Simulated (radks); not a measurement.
# Valence configurations of Ta

An exercise on one series of results from a longer session: the logs are not shown, and one member is left open.

The numbers are computed with radks (a radial shooting solver on a logarithmic mesh, Libxc functionals) version 1 (scalar-relativistic Kohn-Sham, PBE, spin-unpolarised, spherical densities, finite nucleus), except any that are marked as measured or tabulated.

## What is computed

```
element            : tantalum (Z = 73)
charge             : 0
electrons          : 73
configuration      : [Xe] 4f14 5d3 6s2
nuclear rms radius : 5.3507 fm
others tried       : 4f13 5d3 6s2 6p1; 4f14 5d2 6s2 6p1; 4f12 5d5 6s2; 4f14 5d2.5 6s2 6p0.5; 4f13.5 5d2.5 6s2 6p1; 4f14 5d4 6s1; 4f13 5d4 6s2; 4f13 5d3 6s1.5 6p1.5; 4f14 5d3.5 6s1.5
```

The outer shells:

Ta
```
[Xe] core
4f [↑↓][↑↓][↑↓][↑↓][↑↓][↑↓][↑↓]
5d [↑ ][↑ ][↑ ][  ][  ]
6s [↑↓]
```

Set-up of the first run:

The run's settings:

```text
Z 73
configuration [Xe] 4f14 5d3 6s2
relativity scalar-relativistic
functional pbe,pbe
spin unpolarised
nucleus finite rms 5.3507 fm
c 137.035999084
```

Steps of the session up to this table: [Xe] 4f14 5d3 6s2.

One of the session's tables, all rows but one given; the rest of the session is left out.

It belongs to the step «[Xe] 4f14 5d3 6s2». Sizes of the orbitals, from the radial functions (bohr):

```
level     <r>  outermost maximum (interpolated)  90 % within  nodes
   4s  0.4588                             0.429        0.659      3
   4p  0.4877                             0.450        0.709      2
   4d  0.5231                             0.461        0.785      1
   5s   1.100                             0.988         1.58      4
   5p   1.294                              1.12         1.90      3
   4f  0.6394                             0.441         1.07      0
   6s       ?                                 ?            ?      ?
   5d   2.257                              1.58         3.70      2
```

Estimate the missing values for 6s.

**Answer.** <r>: 3.300; outermost maximum (interpolated): 2.77; 90 % within: 4.91; nodes: 5. In the column «<r>» it is the highest.
